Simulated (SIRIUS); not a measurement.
# Sn in SIRIUS: notebook

One sheet, Sn, is run at these levels: PBE; tasks: single point.

All numbers are computed with SIRIUS 7.10.0; they aren't measurements. Logs are shortened: lines on timing, memory, paths and dates and some standing lists are left out, and cuts for length are marked. The log counts tension as positive stress, the text compression.

## 1. The structure

The cell holds a sheet with vacuum, 1 atom: a = 2.967 Å, b = 2.967 Å, c = 23.800 Å, α = 90.00°, β = 90.00°, γ = 90.00°.

The cell was built by a generator and needn't be a form met in nature.

## 2. Single point, PBE

Contents of sirius.json:

```json
{
  "control": {
    "processing_unit": "cpu",
    "verbosity": 2,
    "num_bands_to_print": 14,
    "print_forces": true,
    "print_stress": true
  },
  "parameters": {
    "electronic_structure_method": "pseudopotential",
    "xc_functionals": ["XC_GGA_X_PBE", "XC_GGA_C_PBE"],
    "gk_cutoff": 8.5,
    "pw_cutoff": 17.0,
    "ngridk": [5, 5, 1],
    "shiftk": [0, 0, 0],
    "smearing": "fermi_dirac",
    "smearing_width": 0.0018374661,
    "num_bands": 14,
    "num_mag_dims": 0,
    "num_dft_iter": 100,
    "energy_tol": 1e-08,
    "density_tol": 1e-06
  },
  "iterative_solver": {
    "type": "davidson",
    "min_tolerance": 1e-09,
    "tolerance_scale": [0.1, 0.25]
  },
  "mixer": {
    "type": "anderson",
    "beta": 0.7,
    "max_history": 8
  },
  "settings": {
    "tol_ne": 1e-10,
    "pseudo_grid_cutoff": 6.5
  },
  "unit_cell": {
    "lattice_vectors": [
      [5.606911898071, 0.0, 0.0],
      [0.0, 5.606874103548, 0.0],
      [0.0, 0.0, 44.975481766093]
    ],
    "atom_coordinate_units": "lattice",
    "atom_types": ["Sn"],
    "atom_files": {
      "Sn": "Sn.json"
    },
    "atoms": {
      "Sn": [
        [0.0, 0.0, 0.29412]
      ]
    }
  }
}
```

Potentials or basis: PseudoDojo 0.5 PBE standard (scalar relativistic).

On the command line:

```sh
> upf_to_json Sn.upf
> OMP_NUM_THREADS=1 sirius.scf --input=sirius.json --output=out.json --task=0
```

Output:

```text
[info] SIRIUS version : 7.10.0
[info] number of MPI ranks           : 1
[info] MPI grid                      : 1 1
[info] maximum number of OMP threads : 1
[fft] FFT context for density and potential
[fft] =====================================
[fft]   comm size                             : 1
[fft]   plane wave cutoff                     : 17
[fft]   grid size                             : 36 36 250   total : 324000
[fft]   grid limits                           : -17 18   -17 18   -124 125
[fft]   number of G-vectors within the cutoff : 58696
[fft]   local number of G-vectors             : 58696
[fft]   number of G-shells                    : 16254
[fft] FFT context for coarse grid
[fft] =====================================
[fft]   comm size                             : 1
[fft]   plane wave cutoff                     : 17
[fft]   grid size                             : 36 36 250   total : 324000
[fft]   grid limits                           : -17 18   -17 18   -124 125
[fft]   number of G-vectors within the cutoff : 58696
[fft]   local number of G-vectors             : 58696
[fft]   number of G-shells                    : 16254
[unit cell] lattice vectors
[unit cell]   a1 :       5.6069118981      0.0000000000      0.0000000000
[unit cell]   a2 :       0.0000000000      5.6068741035      0.0000000000
[unit cell]   a3 :       0.0000000000      0.0000000000     44.9754817661
[unit cell] reciprocal lattice vectors
[unit cell]   b1 :       1.1206142385      0.0000000000      0.0000000000
[unit cell]   b2 :       0.0000000000      1.1206217923      0.0000000000
[unit cell]   b3 :       0.0000000000      0.0000000000      0.1397024570
[unit cell] unit cell volume :      1413.90542467 [a.u.^3]
[unit cell] 1/sqrt(omega)    :         0.02659438
[unit cell] MT volume        :         0.00000000 ( 0.00%)
[unit cell] IT volume        :      1413.90542467 (100.00%)
[unit cell] number of atom types : 1
[unit cell] type id : 0 symbol : Sn mt_radius :  16.270000 num_atoms : 1
[unit cell] total number of atoms : 1
[unit cell] number of symmetry classes : 1
[unit cell] number of PAW atoms : 0
[unit cell] atom id  type id  class id             position                      vector_field
[unit cell] ------------------------------------------------------------------------------------------
[unit cell]      0        0        0      0.00000   0.00000   0.29412      0.00000   0.00000   0.00000
[unit cell] atom id         position (Cartesian, a.u.)
[unit cell] ---------------------------------------------
[unit cell]      0       0.000000    0.000000   13.228189
[unit cell] class id : 0 atom id : 0
[unit cell] minimum bond length:     5.606874
[unit cell] total number of pseudo wave-functions: 9
[sym] space group number   : 47
[sym] international symbol : Pmmm
[... 265 lines left out ...]
[diagonalize] ik:    8   -0.871128   -0.870455   -0.870389   -0.866417   -0.857344   -0.236689   -0.100322   -0.058148    0.025981    0.131208    0.194626    0.229091    0.229274    0.270322
Warning in function "xc_rg_nonmagnetic" at src/potential/xc.cpp:62
Interstitial charge density has negative values
most negatve value : -5.65561e-10
[find] Charges and magnetic moments
[find] --------------------------------------------------------------------------------
[find] total charge          : 14.000000
[find] Energy
[find] --------------------------------------------------------------------------------
[... 4 lines left out ...]
[find] <rho|V^{H}>                    :     276.67719642
[find] one-electron contribution      :    -273.77264354 (Ha),    -547.54528708 (Ry)
[find] hartree contribution           :     138.33859821
[find] xc contribution                :     -22.00746746
[find] ewald contribution             :      78.64953217
[find] PAW contribution               :       0.00000000
[find] smearing (-TS)                 :      -0.00000111
[find] SCF correction                 :      -0.00002681
[find] Total energy                   :     -78.79200742 (Ha),    -157.58401484 (Ry)
[find] Free energy (E-TS)             :     -78.79200853 (Ha),    -157.58401706 (Ry)
[find] band gap (eV)                  :       0.93313686
[find] Efermi                         :      -0.08315261
[find] iteration : 8, RMS : 4.435438979915e-08, energy difference : -7.388223366434e-10
[find] Hartree energy of density residual : 6.700218030107e-13
[find] bands are converged : true
[find] iterative solver converged : true
[find] converged after 9 SCF iterations!
[find] Charges and magnetic moments
[find] --------------------------------------------------------------------------------
[find] total charge          : 14.000000
[find] Energy
[find] --------------------------------------------------------------------------------
[find] valence_eval_sum               :      -9.62147604
[find] <rho|V^{XC}>                   :     -12.52602892
[find] <rho|E^{XC}>                   :     -22.00746746
[find] <mag|B^{XC}>                   :       0.00000000
[find] <rho|V^{H}>                    :     276.67719642
[find] one-electron contribution      :    -273.77264354 (Ha),    -547.54528708 (Ry)
[find] hartree contribution           :     138.33859821
[find] xc contribution                :     -22.00746746
[find] ewald contribution             :      78.64953217
[find] PAW contribution               :       0.00000000
[find] smearing (-TS)                 :      -0.00000111
[find] SCF correction                 :      -0.00002681
[find] Total energy                   :     -78.79200742 (Ha),    -157.58401484 (Ry)
[find] Free energy (E-TS)             :     -78.79200853 (Ha),    -157.58401706 (Ry)
[find] band gap (eV)                  :       0.93313686
[find] Efermi                         :      -0.08315261
[ground_state] === stress tensor components [kbar] ===
[ground_state] === stress_kin ===
[ground_state] -6503.929335    0.000000    0.000000
[ground_state]     0.000000-6503.929555    0.000000
[ground_state]     0.000000    0.000000-6511.652257
[ground_state] === stress_har ===
[ground_state] -26561.580684   -0.000000    0.000000
[ground_state]    -0.000000-26561.615356    0.000000
[ground_state]     0.000000    0.00000024337.242799
[ground_state] === stress_ewald ===
[ground_state] -23458.218840   -0.000000    0.000000
[ground_state]    -0.000000-23458.280995    0.000000
[ground_state]     0.000000    0.00000030550.844950
[ground_state] === stress_vloc ===
[ground_state] 51884.930088   -0.000000    0.000000
[ground_state]    -0.00000051885.026884    0.000000
[ground_state]     0.000000    0.000000-53044.204253
[ground_state] === stress_xc ===
[ground_state] -1923.063346    0.000000    0.000000
[ground_state]     0.000000-1923.063439    0.000000
[ground_state]     0.000000    0.000000-1918.385976
[ground_state] === stress_core ===
[ground_state]  2852.757322    0.000000    0.000000
[ground_state]     0.000000 2852.757349    0.000000
[ground_state]     0.000000    0.000000 2852.850924
[ground_state] === stress_nonloc ===
[ground_state]  3711.563106   -0.000000    0.000000
[ground_state]    -0.000000 3711.562059    0.000000
[ground_state]     0.000000    0.000000 3733.325681
[ground_state] === stress_us_nl ===
[ground_state]  3711.563106   -0.000000    0.000000
[ground_state]    -0.000000 3711.562059    0.000000
[ground_state]     0.000000    0.000000 3733.325681
[ground_state] === stress_total ===
[ground_state]     2.458311   -0.000000    0.000000
[ground_state]    -0.000000    2.456947    0.000000
[ground_state]     0.000000    0.000000    0.021868
[ground_state] ==== total Forces in Ha/bohr =====
[ground_state] atom:    0, force:       0.0000000      0.0000000      0.0000000
[... 8 lines left out ...]
[ground_state] ==== Ewald forces from ions =====
[ground_state] atom:    0, force:       0.0000000      0.0000000      0.0000000
[~DFT_ground_state] local op. applied: 3386
[~DFT_ground_state] evp. work count: 1033.22
[~DFT_ground_state] number of iterative solver steps: 493
```

It took 39 s on 1 thread of Arm Neoverse V1, shared host; peak memory 0.5 GiB.

Results:

```yaml
Free_energy: -2144.0398 eV
Band_gap_on_the_k_mesh: 0.93 eV, indirect (least direct gap 1.15 eV)
```

Caveat: the k mesh is coarse (spacing up to 0.42 Å⁻¹), so the values aren't converged; spin-orbit coupling is left out, which moves the levels of the heavy elements. PBE gaps usually lie below the measured ones, often by a third to a half.

## 3. Single point, PBE

Edit sirius.json of step 2 so:

```diff
@@ -39,6 +39,7 @@
     "lattice_vectors": [
-      [5.606911898071, 0.0, 0.0],
-      [0.0, 5.606874103548, 0.0],
-      [0.0, 0.0, 44.975481766093]
+      [1.0, 0.0, 0.0],
+      [0.0, 0.999993259298, 0.0],
+      [0.0, 0.0, 8.0214354325]
     ],
+    "lattice_vectors_scale": 5.6069118981,
     "atom_coordinate_units": "lattice",
```

Potentials or basis: in-house norm-conserving set, PBE (scalar relativistic).

On the command line:

```sh
> upf_to_json Sn.upf
> OMP_NUM_THREADS=1 sirius.scf --input=sirius.json --output=out.json --task=0
```

Run time: 63 s. Hardware: 1 thread of Arm Neoverse V1, shared host; peak memory 0.63 GiB.

Results (log left out):

| Property | Result |
| --- | --- |
| Free energy | -2207.5336 eV |
| Band gap on the k mesh | 0.94 eV, indirect (least direct gap 1.16 eV) |

Stress tensor (GPa, compression positive):
```
-0.26  0.00  0.00
 0.00 -0.26  0.00
 0.00  0.00  0.00
```

Levels at points of the mesh, in eV from the valence-band top:
```tsv
k point	band 4	band 5	band 6	band 7	band 8	band 9	band 10	band 11
(0.00, 0.00, 0.00)	-20.80	-20.65	-9.13	-1.56	3.53	4.47	4.82	5.54
```

Caveat: the k mesh is coarse (spacing up to 0.42 Å⁻¹), so the values aren't converged; spin-orbit coupling is left out, which moves the levels of the heavy elements. As with any semilocal functional, this PBE gap is likely too small.

## 4. Single point, PBE

Edit sirius.json of step 3 so:

```diff
@@ -11,4 +11,4 @@
     "xc_functionals": ["XC_GGA_X_PBE", "XC_GGA_C_PBE"],
-    "gk_cutoff": 8.5,
-    "pw_cutoff": 17.0,
+    "gk_cutoff": 6.4,
+    "pw_cutoff": 20.0,
     "ngridk": [5, 5, 1],
@@ -34,4 +34,3 @@
   "settings": {
-    "tol_ne": 1e-10,
-    "pseudo_grid_cutoff": 6.5
+    "tol_ne": 1e-10
   },
@@ -39,7 +38,6 @@
     "lattice_vectors": [
-      [1.0, 0.0, 0.0],
-      [0.0, 0.999993259298, 0.0],
-      [0.0, 0.0, 8.0214354325]
+      [5.606911898071, 0.0, 0.0],
+      [0.0, 5.606874103548, 0.0],
+      [0.0, 0.0, 44.975481766093]
     ],
-    "lattice_vectors_scale": 5.6069118981,
     "atom_coordinate_units": "lattice",
```

Potentials or basis: GBRV 1.5 PBE (ultrasoft).

On the command line:

```sh
> upf_to_json sn_pbe_v1.4.uspp.F.UPF
> OMP_NUM_THREADS=1 sirius.scf --input=sirius.json --output=out.json --task=0
```

Output:

```text
[info] SIRIUS version : 7.10.0
[info] number of MPI ranks           : 1
[info] MPI grid                      : 1 1
[info] maximum number of OMP threads : 1
[fft] FFT context for density and potential
[fft] =====================================
[fft]   comm size                             : 1
[fft]   plane wave cutoff                     : 20
[fft]   grid size                             : 40 40 300   total : 480000
[fft]   grid limits                           : -19 20   -19 20   -149 150
[fft]   number of G-vectors within the cutoff : 95446
[fft]   local number of G-vectors             : 95446
[fft]   number of G-shells                    : 26031
[fft] FFT context for coarse grid
[fft] =====================================
[fft]   comm size                             : 1
[fft]   plane wave cutoff                     : 12.8
[fft]   grid size                             : 25 25 192   total : 120000
[fft]   grid limits                           : -12 12   -12 12   -95 96
[fft]   number of G-vectors within the cutoff : 25074
[... 402 lines left out ...]
[ground_state]     0.000000-23458.280995    0.000000
[ground_state]     0.000000    0.00000030550.844950
[ground_state] === stress_vloc ===
[ground_state] 51690.372260    0.000000    0.000000
[ground_state]     0.00000051690.469423    0.000000
[ground_state]     0.000000    0.000000-53305.911461
[ground_state] === stress_xc ===
[ground_state] -1677.215661    0.000000    0.000000
[ground_state]     0.000000-1677.215755    0.000000
[ground_state]     0.000000    0.000000-1672.431205
[ground_state] === stress_core ===
[ground_state]  2511.836826   -0.000000    0.000000
[ground_state]    -0.000000 2511.836873    0.000000
[ground_state]     0.000000    0.000000 2510.860606
[ground_state] === stress_nonloc ===
[ground_state]   -27.338625    0.000000    0.000000
[ground_state]     0.000000  -27.338840    0.000000
[ground_state]     0.000000    0.000000   -6.140048
[ground_state] === stress_us ===
[ground_state] -1276.716227   -0.000000    0.000000
[ground_state]    -0.000000-1276.716353    0.000000
[ground_state]     0.000000    0.000000-1266.775911
[ground_state] === stress_us_nl ===
[ground_state] -1304.054852    0.000000    0.000000
[ground_state]     0.000000-1304.055193    0.000000
[ground_state]     0.000000    0.000000-1272.915959
[ground_state] === stress_total ===
[ground_state]     3.061989    0.000000    0.000000
[ground_state]     0.000000    3.060303    0.000000
[ground_state]     0.000000    0.000000    0.372786
[ground_state] ==== total Forces in Ha/bohr =====
[ground_state] atom:    0, force:       0.0000000      0.0000000      0.0000000
[... 8 lines left out ...]
[ground_state] ==== Ewald forces from ions =====
[ground_state] atom:    0, force:       0.0000000      0.0000000      0.0000000
[~DFT_ground_state] local op. applied: 4744
[~DFT_ground_state] evp. work count: 1640.34
[~DFT_ground_state] number of iterative solver steps: 734
```

Wall time 31 s (1 thread of Arm Neoverse V1, shared host); peak memory 0.9 GiB.

Results:

```
Free energy            : -2166.1061 eV
Band gap on the k mesh : 0.94 eV, indirect (least direct gap 1.15 eV)
```

Levels at points of the mesh, in eV from the valence-band top:
| k point | band 4 | band 5 | band 6 | band 7 | band 8 | band 9 | band 10 | band 11 |
| --- | --- | --- | --- | --- | --- | --- | --- | --- |
| (0.00, 0.00, 0.00) | -20.80 | -20.64 | -9.13 | -1.56 | 3.54 | 4.45 | 4.65 | 5.40 |

Caveat: the k mesh is coarse (spacing up to 0.42 Å⁻¹), so the values aren't converged; spin-orbit coupling is left out, which moves the levels of the heavy elements.

## 5. The runs side by side

| potentials or basis | cutoff (eV) | radial cutoff for the potentials' integrals | gap on the mesh (eV) |
| --- | --- | --- | --- |
| PseudoDojo 0.5 PBE standard (scalar relativistic) | 983 | 6.5 bohr | 0.93 |
| in-house norm-conserving set, PBE (scalar relativistic) | 983 | 6.5 bohr | 0.94 |
| GBRV 1.5 PBE (ultrasoft) | 557 | - | 0.94 |

Alike in all rows: task single point; level PBE; no spin polarisation; cell as given; k mesh 5 × 5 × 1; smearing fermi-dirac 0.05 eV; the mesh is coarse, so values aren't converged.

Caveats: all runs use coarse meshes; spin-orbit coupling is left out, which moves the levels of the heavy elements.

Total energies depend on the potentials used, so only differences within one code and one set of settings carry meaning.
